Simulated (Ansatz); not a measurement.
**RPBE-D3(BJ)/jorge-DZP (sfX2C, nuclear model gaussian) run of CH7GaN2 (SMILES [CH3][Ga]([NH2])[NH2])**

Aim: the energy change on altering one bond length of CH7GaN2 at RPBE-D3(BJ)/jorge-DZP (sfX2C, nuclear model gaussian), from 2 runs. 

The calculation is run with Ansatz 0.2.0.

1 further run of the same task is left out (set aside as unsound or not needed).

## (1) The structure to begin with

CH7GaN2: 11 atoms, total charge 0, spin state singlet. SMILES: `[CH3][Ga]([NH2])[NH2]`. Geometry: relaxed at PBE0-D4/def2-TZVP.

Bond lengths: C1–Ga2 1.957 Å, Ga2–N3 1.823 Å, Ga2–N4 1.822 Å, C1–H5 1.091 Å, C1–H6 1.092 Å, C1–H7 1.092 Å, N3–H8 1.005 Å, N3–H9 1.005 Å, N4–H10 1.005 Å, N4–H11 1.005 Å. Some angles: C1–Ga2–N3 122.0°, C1–Ga2–N4 122.2°, N3–Ga2–N4 115.8°, Ga2–C1–H5 111.3°, Ga2–C1–H6 110.5°, Ga2–C1–H7 110.7°, Ga2–N3–H8 123.8°, Ga2–N3–H9 122.8°, Ga2–N4–H10 122.9°, Ga2–N4–H11 124.1°.

## (2) Energy and forces at RPBE-D3(BJ)/jorge-DZP (sfX2C, nuclear model gaussian)

job.yaml

```yaml
crystal:
  periodic: [false, false, false]
  atoms:
    - symbol: C
      position_ang: [-0.606400, 1.659100, 0.052900]
    - symbol: Ga
      position_ang: [0.065300, -0.178100, -0.007400]
    - symbol: "N"
      position_ang: [0.086400, -1.247700, 1.468900]
    - symbol: N
      position_ang: [0.708400, -0.928200, -1.538500]
    - symbol: H
      position_ang: [-0.742600, 2.064800, -0.950500]
    - symbol: H
      position_ang: [0.094000, 2.304200, 0.588200]
    - symbol: H
      position_ang: [-1.563600, 1.702100, 0.576200]
    - symbol: H
      position_ang: [0.531900, -2.148500, 1.500100]
    - symbol: H
      position_ang: [-0.110200, -0.903600, 2.392600]
    - symbol: H
      position_ang: [0.628000, -0.487200, -2.438000]
    - symbol: H
      position_ang: [0.974100, -1.894000, -1.623900]
basis:
  gaussian:
    orbitals: jorge-DZP.json
    final_grid: {core_spheres: 12, valence_spheres: 10, degree: 35}
    nuclear_model: gaussian
hamiltonian: {xc: {name: RPBE}, dispersion: d3bj, pseudopotentials: {relativity: scalar}}
scf: {omitted_lower_state_checks: [atomic_configurations]}
output: {forces: true, orbitals: {seedname: orbitals}}
```

The basis set jorge-DZP is read from a file made from the Basis Set Exchange's data (not shown).

Run with:

```bash
ansatz run job.yaml --threads 1 --pin off --max-ram 2610MiB --events-out events.jsonl --progress --plain --runs-dir runs
```

Log:

```text
Warning: RAYON_NUM_THREADS=1 ignored (pool sized by the plan → 1); use --threads N
Functional definition: RPBE
  name "RPBE"
  parameter kappa = 0.804
  parameter beta = 0.06672455060314922
  exchange = rpbe_x(kappa = kappa, mu = beta*pi^2/3)
  correlation = pbe_c(beta = beta)
1243 factors; their error is unknown
mean field evaluation 1: about -56958.1164 eV, gradient 1.1e2 eV
mean field evaluation 2: about -56901.5386 eV, gradient 1.8e2 eV
mean field evaluation 4: about -56981.6576 eV, gradient 1.7e1 eV
mean field evaluation 8: about -56982.3324 eV, gradient 3.1e-1 eV
mean field evaluation 16: about -56982.3105 eV, gradient 2.5e-4 eV
mean field -56982.31045494 eV, -2094.0612852219 hartree, gradient 6.1e-5 eV, S^2 0.000000; 0 other end points of the search recorded, 0 dependent functions left out
the calculation of the forces begins
reference -56982.31048879 eV, -2094.0612864656 hartree; 29, 29 occupied and 94, 94 virtual orbitals, 1243 factors
Total energy: -56983.38720741 eV, -2094.1008551452 hartree
Relativity: scalar
Atom 0 at    -0.606400     1.659100     0.052900 Å, force     0.282391    -0.728336    -0.012281 eV/Å
Atom 1 at     0.065300    -0.178100    -0.007400 Å, force    -0.070537     0.164865    -0.011164 eV/Å
Atom 2 at     0.086400    -1.247700     1.468900 Å, force    -0.238514     0.455084    -0.803330 eV/Å
Atom 3 at     0.708400    -0.928200    -1.538500 Å, force    -0.130428     0.453730     0.839896 eV/Å
Atom 4 at    -0.742600     2.064800    -0.950500 Å, force    -0.083518     0.233378    -0.635407 eV/Å
Atom 5 at     0.094000     2.304200     0.588200 Å, force     0.439642     0.392391     0.330922 eV/Å
Atom 6 at    -1.563600     1.702100     0.576200 Å, force    -0.595733     0.007960     0.321106 eV/Å
Atom 7 at     0.531900    -2.148500     1.500100 Å, force     0.401613    -0.796171     0.037889 eV/Å
Atom 8 at    -0.110200    -0.903600     2.392600 Å, force    -0.162920     0.297614     0.819415 eV/Å
Atom 9 at     0.628000    -0.487200    -2.438000 Å, force    -0.072889     0.378760    -0.800206 eV/Å
Atom 10 at     0.974100    -1.894000    -1.623900 Å, force     0.230892    -0.859275    -0.086841 eV/Å
Dipole moment:     0.030888    -0.046332     0.003568 e Å
```

It took 3.9 s on 1 thread of Intel Xeon Platinum 8375C at 2.90GHz (Ice Lake), shared host; peak memory 0.17 GiB.

## (3) The distorted shape

job.yaml, as its differences from that of step 2:

```diff
@@ -4,3 +4,3 @@
     - symbol: C
-      position_ang: [-0.606400, 1.659100, 0.052900]
+      position_ang: [-0.539243, 1.475415, 0.046871]
     - symbol: Ga
@@ -12,7 +12,7 @@
     - symbol: H
-      position_ang: [-0.742600, 2.064800, -0.950500]
+      position_ang: [-0.675443, 1.881115, -0.956529]
     - symbol: H
-      position_ang: [0.094000, 2.304200, 0.588200]
+      position_ang: [0.161157, 2.120515, 0.582171]
     - symbol: H
-      position_ang: [-1.563600, 1.702100, 0.576200]
+      position_ang: [-1.496443, 1.518415, 0.570171]
     - symbol: H
```

The basis set jorge-DZP is read from a file made from the Basis Set Exchange's data (not shown).

Run with:

```bash
ansatz run job.yaml --threads 1 --pin off --max-ram 2610MiB --events-out events.jsonl --progress --plain --runs-dir runs
```

Log:

```text
Warning: RAYON_NUM_THREADS=1 ignored (pool sized by the plan → 1); use --threads N
[... 6 set-up lines as earlier in the session ...]
1243 factors; their error is unknown
mean field evaluation 1: about -56957.5971 eV, gradient 1.1e2 eV
mean field evaluation 2: about -56900.9848 eV, gradient 1.8e2 eV
mean field evaluation 4: about -56981.3199 eV, gradient 1.6e1 eV
mean field evaluation 8: about -56981.9159 eV, gradient 3.3e-1 eV
mean field evaluation 16: about -56981.8948 eV, gradient 2.5e-4 eV
mean field -56981.89475850 eV, -2094.0460086594 hartree, gradient 7.1e-5 eV, S^2 0.000000; 0 other end points of the search recorded, 0 dependent functions left out
the calculation of the forces begins
reference -56981.89479236 eV, -2094.0460099037 hartree; 29, 29 occupied and 94, 94 virtual orbitals, 1243 factors
Total energy: -56983.01560901 eV, -2094.0871991559 hartree
Relativity: scalar
Atom 0 at    -0.539243     1.475415     0.046871 Å, force    -1.148794     3.152993     0.066332 eV/Å
Atom 1 at     0.065300    -0.178100    -0.007400 Å, force     1.407580    -3.884922    -0.145367 eV/Å
Atom 2 at     0.086400    -1.247700     1.468900 Å, force    -0.176346     0.308547    -0.826370 eV/Å
Atom 3 at     0.708400    -0.928200    -1.538500 Å, force    -0.086970     0.301762     0.864051 eV/Å
Atom 4 at    -0.675443     1.881115    -0.956529 Å, force    -0.136365     0.394977    -0.553752 eV/Å
Atom 5 at     0.161157     2.120515     0.582171 Å, force     0.326873     0.527575     0.315857 eV/Å
Atom 6 at    -1.496443     1.518415     0.570171 Å, force    -0.588465     0.184779     0.309783 eV/Å
Atom 7 at     0.531900    -2.148500     1.500100 Å, force     0.386412    -0.797979     0.081099 eV/Å
Atom 8 at    -0.110200    -0.903600     2.392600 Å, force    -0.157318     0.290593     0.821999 eV/Å
Atom 9 at     0.628000    -0.487200    -2.438000 Å, force    -0.074352     0.371831    -0.803343 eV/Å
Atom 10 at     0.974100    -1.894000    -1.623900 Å, force     0.247745    -0.850156    -0.130289 eV/Å
Dipole moment:     0.003086     0.032408     0.006452 e Å
```

Run time: 3 s. Hardware: 1 thread of Intel Xeon Platinum 8375C at 2.90GHz (Ice Lake), shared host; peak memory 0.33 GiB.

## (4) Results

At RPBE-D3(BJ)/jorge-DZP (sfX2C, nuclear model gaussian):

| quantity | value |
| --- | --- |
| first shape: total energy | -2094.10086 Eh |
| first shape: dipole moment | 0.27 D |
| first shape: HOMO energy | -4.88 eV |
| first shape: LUMO energy | 0.04 eV |
| first shape: HOMO–LUMO gap | 4.91 eV |
| first shape: dispersion energy | -103.89 kJ/mol |
| first shape: largest force on an atom | 0.963 eV/Å |
| distorted shape: total energy | -2094.08720 Eh |
| distorted shape: dipole moment | 0.16 D |
| distorted shape: HOMO energy | -4.77 eV |
| distorted shape: LUMO energy | 0.23 eV |
| distorted shape: HOMO–LUMO gap | 5.00 eV |
| distorted shape: dispersion energy | -108.14 kJ/mol |
| distorted shape: largest force on an atom | 4.135 eV/Å |
| energy change with the C1–Ga2 bond shortened from 1.957 to 1.761 Å | 0.372 eV |

In words: With the C1–Ga2 bond shortened from 1.957 to 1.761 Å the energy rises by 0.37 eV (8.6 kcal/mol). The first shape isn't relaxed at this level, so the change isn't measured from a minimum. The largest force (first shape) is 0.96 eV/Å: the shape isn't a stationary point for this species at this level. Mulliken charges (first shape) run from -0.59 on N4 to +0.98 on Ga2; they depend strongly on the basis.
